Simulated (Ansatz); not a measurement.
# H2O on Bi (101)

The task, for Bi: adsorb H2O from several starts and take the binding apart.

Program: Ansatz 0.2.0. Level of theory: DFT PBE+D3(BJ), scalar-relativistic, plane waves, PAW. These are calculated values, not measurements.

2 further runs of the same task are left out: 2 set aside as unsound or not needed.

## Step 1: The structure to begin with

The structure is monoclinic, space group Cm (No. 8). The conventional cell has a = 8.202 Å, b = 4.533 Å, c = 21.484 Å, α = 90.00°, β = 90.00°, γ = 90.00°. Around Bi (site symmetry m) lie 3 Bi at 3.09 to 3.45 Å. Around Bi (site symmetry m) lie 6 Bi at 3.09 to 3.59 Å. Bi (site symmetry m) has 4 Bi at 3.09 to 3.41 Å as nearest neighbours. Around Bi (site symmetry m) lie 3 Bi at 3.09 to 3.15 Å.

As a file:

```xyz
16
Lattice="9.0652 0.0000 0.0000 -4.5326 8.2023 0.0000 0.0000 0.0000 21.4844" Properties=species:S:1:pos:R:3 pbc="T T T"
Bi    2.2663    3.8728    8.0000
Bi    0.0000    7.9739    8.0000
Bi    6.7989    3.8728    8.0000
Bi    4.5326    7.9739    8.0000
Bi    4.5326    2.7331    9.7642
Bi    2.2663    6.8343    9.7642
Bi    0.0000    2.7331    9.7642
Bi   -2.2663    6.8343    9.7642
Bi    4.5326    5.2571   12.0627
Bi    6.7989    1.1559   12.0627
Bi    0.0000    5.2571   12.0627
Bi    2.2663    1.1559   12.0627
Bi    6.7989    3.8794   13.6422
Bi    4.5326    7.9805   13.6422
Bi    2.2663    3.8794   13.6422
Bi    0.0000    7.9805   13.6422
```

Planes are indexed in the bulk's conventional cell (R-3m (No. 166)), a = 4.533 Å, b = 4.533 Å, c = 11.661 Å, α = 90.00°, β = 90.00°, γ = 120.00°.

It is a (101) slab, 5.5 Å thick as cut, with 16 Å of vacuum, in a 2×2 surface cell; its outer planes are Bi (top) and Bi (bottom). An earlier relaxation, lower half held, gave -198347.3351 eV, work function 4.28 eV (top face), 4.24 eV (bottom face), gap on the mesh 0.24 eV, too small against the smearing to count, dipole along +c -0.017 e·Å per cell.

## Step 2: H2O, tilted, over a top (Bi) site

input.yaml

```yaml
crystal:
  lattice:
    - [9.0651812798, 0.0, 0.0]
    - [-4.5325906399, 8.2023281398, 0.0]
    - [0.0, 0.0, 23.8924415716]
  atoms:
    - { symbol: Bi, position: [0.4860765306, 0.4721530611, 0.3348339255] }
    - { symbol: Bi, position: [0.4860765306, 0.9721530611, 0.3348339255] }
    - { symbol: Bi, position: [0.9860765306, 0.4721530611, 0.3348339255] }
    - { symbol: Bi, position: [0.9860765306, 0.9721530611, 0.3348339255] }
    - { symbol: Bi, position: [0.6666057789, 0.3332115579, 0.4086748389] }
    - { symbol: Bi, position: [0.6666057789, 0.8332115579, 0.4086748389] }
    - { symbol: Bi, position: [0.166605779, 0.3332115579, 0.4086748389] }
    - { symbol: Bi, position: [0.166605779, 0.8332115579, 0.4086748389] }
    - { symbol: Bi, position: [0.8204619328, 0.6409238655, 0.5048740482] }
    - { symbol: Bi, position: [0.8204619328, 0.1409238655, 0.5048740482] }
    - { symbol: Bi, position: [0.3204619328, 0.6409238655, 0.5048740482] }
    - { symbol: Bi, position: [0.3204619328, 0.1409238655, 0.5048740482] }
    - { symbol: Bi, position: [0.9864800362, 0.4729600723, 0.5709826662] }
    - { symbol: Bi, position: [0.9864800362, 0.9729600723, 0.5709826662] }
    - { symbol: Bi, position: [0.4864800362, 0.4729600723, 0.5709826662] }
    - { symbol: Bi, position: [0.4864800362, 0.9729600723, 0.5709826662] }
    - { symbol: O, position: [1.0857372259, 0.5663881616, 0.701902731] }
    - { symbol: H, position: [0.9864800362, 0.4729600723, 0.6848262008] }
    - { symbol: H, position: [1.0745434836, 0.6628264829, 0.6912424559] }
basis:
  ecutwfc: 420
kpoints:
  mp_grid: { grid: [3, 3, 1] }
hamiltonian:
  xc: pbe
  dispersion: d3bj
scf:
  occupations: { method: gaussian, width: 0.1 }
output:
  forces: true
  eigenvalues: true
  write_density: true
  write_potential: true
  elf: true
  volumetric_format: npy
relax:
  adjacent_minimum: "off"
  f_tol: 0.04
  max_steps: 100
  constraints: [{ sites: [0, 1, 2, 3, 4, 5, 6, 7] }]
efield:
  axis: 3
  dipole_correction: true
  ramp_width: 0.04
```

The run is started by

```
> ansatz run input.yaml --threads 4 --pin off --max-ram 12288MiB --backend cpu --events-out ev --progress --plain --runs-dir out
```

The session goes on with these runs: H2O, donor, over a top (Bi) site; the lowest end once more, with its density; the slab alone, frozen as in the lowest end; the molecules alone, frozen as adsorbed.

What does the calculation give? Wanted: H2O: lowest end; interaction of the frozen parts; electrons moved above the midplane.

As calculated:

| quantity | value |
| --- | --- |
| H2O: lowest end | E_ads -0.24 eV, tilted start over top Bi |
| interaction of the frozen parts | -0.25 eV a cell |
| cost of deforming the slab | 0.01 eV |
| cost of deforming and crowding the molecules | 0.00 eV |
| electrons moved above the midplane | +0.008 |

What this shows: H2O binds with 0.24 eV a molecule at best, which is physisorption. In all 0.20 electrons are rearranged, and 0.01 cross the midplane towards the molecule. These runs have no spin-orbit coupling; with Bi it would split and shift bands.
